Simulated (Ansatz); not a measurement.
Task: a cohesive energy from free atoms of CaMg and its free atoms, with Ansatz 0.2.0 through its Python package. Give the script and its output. Use (first run): PBEsol, PAW, cutoff 630 eV, 7×7×7 k-points, Fermi-Dirac smearing of 0.02 eV.

The script reads `camg_camg.extxyz`:
```text
2
Lattice="3.966138 0.0 0.0 0.0 3.966138 0.0 0.0 0.0 3.966138" Properties=species:S:1:pos:R:3 pbc="T T T"
Ca    0.00000000    0.00000000    0.00000000
Mg    1.98306900    1.98306900    1.98306900
```

`cohesive_camg.py`
```python
from collections import Counter
import warnings

import ansatz


def counts(outcome):
    return Counter(site.symbol for site in outcome.lattice.sites)

UNPAIRED = {"Ca": 0, "Mg": 0}  # unpaired electrons of the free atoms


def run_phase(name, crystal):
    calc = (
        crystal.calculation()
        .functional("pbesol")
        .basis(630, xc_grid=2)
        .scf(extra_bands=6, self_checks="low")
        .kpoints(spacing=0.26)
        .occupations("fermi_dirac", width=0.02)
    )
    if name.endswith(" atom"):
        calc = calc.kpoints(1, 1, 1).occupations("fermi_dirac", width=0.01)
        if UNPAIRED[name.split()[0]]:
            calc = calc.spin("collinear")
        return calc.run()
    calc = calc.relax(force_tolerance=0.03, cell=True)
    return calc.run()


def main() -> None:
    warnings.simplefilter("ignore")

    phases = {}
    camg = ansatz.Crystal.from_extxyz("camg_camg.extxyz")
    phases["CaMg"] = camg
    for element, moment in UNPAIRED.items():
        phases[f"{element} atom"] = ansatz.Lattice.orthorhombic(10.0, 10.5, 11.0).atom(element, (0.5, 0.5, 0.5), moment=moment or None)

    done = {name: run_phase(name, crystal) for name, crystal in phases.items()}

    for element in UNPAIRED:
        atom = done[f"{element} atom"].report
        print(f"{element} atom: {atom['energy_sigma0_ev']:.4f} eV, moment {atom['magnetization_mub']:.2f} muB")
    solid = done["CaMg"]
    n = counts(solid)
    binding = (sum(k * done[f"{e} atom"].report["energy_sigma0_ev"] for e, k in n.items()) - solid.report["energy_sigma0_ev"]) / sum(n.values())
    print(f"cohesive energy {binding:.3f} eV/atom = {96.4853 * binding:.0f} kJ/mol of atoms (no zero-point energy)")


if __name__ == "__main__":
    main()
```

```console
$ python cohesive_camg.py
Ca atom: -1791.6472 eV, moment 0.00 muB
Mg atom: -1910.3431 eV, moment 0.00 muB
cohesive energy 1.989 eV/atom = 192 kJ/mol of atoms (no zero-point energy)
```

What to keep in mind:
- These settings explore the input space; cutoff and mesh may be short of convergence.
- Other magnetic orders than the one started from may lie lower.
- For the metals among these phases the mesh is modest: differences between phases can be off by up to 40 meV an atom.
- The cells come from databases of deposited and of computed structures, and not all need be stable phases.
- Free atoms in a box carry small image and symmetry errors, and spin-orbit coupling is left out.
- Finished in 16 s on 1 thread of Arm Neoverse V2, on a shared host, peak memory 1 GiB.
